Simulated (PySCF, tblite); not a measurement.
**C₄H₁₃NSSi₂: geometry, infrared bands and NMR shifts**

Wanted: the infrared bands and NMR shifts of C₄H₁₃NSSi₂ (`[H]/N=C\C(C)(C)[SiH2]S[SiH3]`), by calculation.

Programs: tblite 0.8.0 and PySCF 2.14.0, with density-fitted response routines of our own. Each step states its level of theory. These are calculated values for one molecule in the gas phase, unless marked as measured. Atoms count from 0, in the outputs and in this text.

## 1. The molecule as given

21 atoms, charge 0, multiplicity 1; geometry from: force field or distance geometry start.

Bonds of the start (Å): C0–C1 1.55, C1–C2 1.52, C1–C3 1.53, C3–N4 1.29, C1–Si5 1.95, Si5–S6 2.14, S6–Si7 2.14, C0–H8 1.09, C0–H9 1.10, C0–H10 1.11, C2–H11 1.09, C2–H12 1.08, C2–H13 1.10, C3–H14 1.11, N4–H15 1.02, Si5–H16 1.49, Si5–H17 1.48, Si7–H18 1.48, Si7–H19 1.48, Si7–H20 1.48.

## 2. Geometry optimisation with GFN2-xTB

The job: settings as JSON, then the geometry in Å.

```
{"job": {"kind": "relax", "xc": "GFN2-xTB", "basis": "xTB"}, "charge": 0, "multiplicity": 1}
C     -1.383800    -1.573200    -0.001600
C     -1.045000    -0.063100     0.058500
C     -1.578100     0.617900    -1.194100
C     -1.690900     0.465900     1.341000
N     -2.507400     1.455300     1.440700
Si     0.873200     0.206400     0.249600
S      1.895200    -0.659600    -1.422300
Si     3.853900    -0.088200    -0.761600
H     -0.972500    -2.049200    -0.895500
H     -1.019200    -2.119600     0.875800
H     -2.482500    -1.716600    -0.024900
H     -1.362700     1.690900    -1.207800
H     -1.167900     0.188800    -2.100200
H     -2.672500     0.515800    -1.267800
H     -1.437100    -0.056300     2.291800
H     -2.705600     1.889300     0.538500
H      1.338700    -0.450800     1.501600
H      1.164900     1.655400     0.295500
H      4.123700    -0.704500     0.561400
H      3.931300     1.386900    -0.668500
H      4.835500    -0.574400    -1.750500
```

Started as:

```sh
$ OMP_NUM_THREADS=1 python probes_run.py task.json out
```

The driver reads the jobs from task.json and runs them one after another.

**Question.** This job is followed by: GFN2-xTB harmonic vibrations, gas phase; GIAO PBE0/pcSseg-1 NMR shielding, non-relativistic, gas phase. What will the session give for the following? strongest single infrared mode (GFN2-xTB); zero-point energy (GFN2-xTB); 13C shifts against TMS (PBE0/pcSseg-1, means over atoms taken as alike); 1H shifts against TMS (PBE0/pcSseg-1, means over atoms taken as alike); 15N shifts against NH3 (PBE0/pcSseg-1); 29Si shifts against TMS (PBE0/pcSseg-1); 33S shifts against CS2 (PBE0/pcSseg-1).

**Answer**, as computed:

| quantity | value |
| --- | --- |
| strongest single infrared mode (GFN2-xTB) | 712 cm⁻¹, 582 km/mol |
| zero-point energy (GFN2-xTB) | 98.3 kcal/mol |
| 13C shifts against TMS (PBE0/pcSseg-1, means over atoms taken as alike) | 180.3, 36.9, 21.1 ppm |
| 1H shifts against TMS (PBE0/pcSseg-1, means over atoms taken as alike) | 10.88, 7.98, 4.67, 4.52, 1.30 ppm |
| 15N shifts against NH3 (PBE0/pcSseg-1) | 350.1 ppm |
| 29Si shifts against TMS (PBE0/pcSseg-1) | -14.8, -58.7 ppm |
| 33S shifts against CS2 (PBE0/pcSseg-1) | -344 ppm |

The optimisation took 56 steps and gained 0.212 eV; among the close pairs (by a distance rule), C1–C3 changed most, from 1.530 to 1.496 Å. All 57 modes are real, so the xTB geometry is a minimum. The strongest single mode, at 712 cm⁻¹, moves mainly H16 and H17. GFN2-xTB is a fitted tight-binding method: band positions and strengths are rough. Its intensities can rank the bands wrongly. At PBE0/pcSseg-1: The widest tensor belongs to N4: span 674 ppm, with a paramagnetic part of -405 ppm.
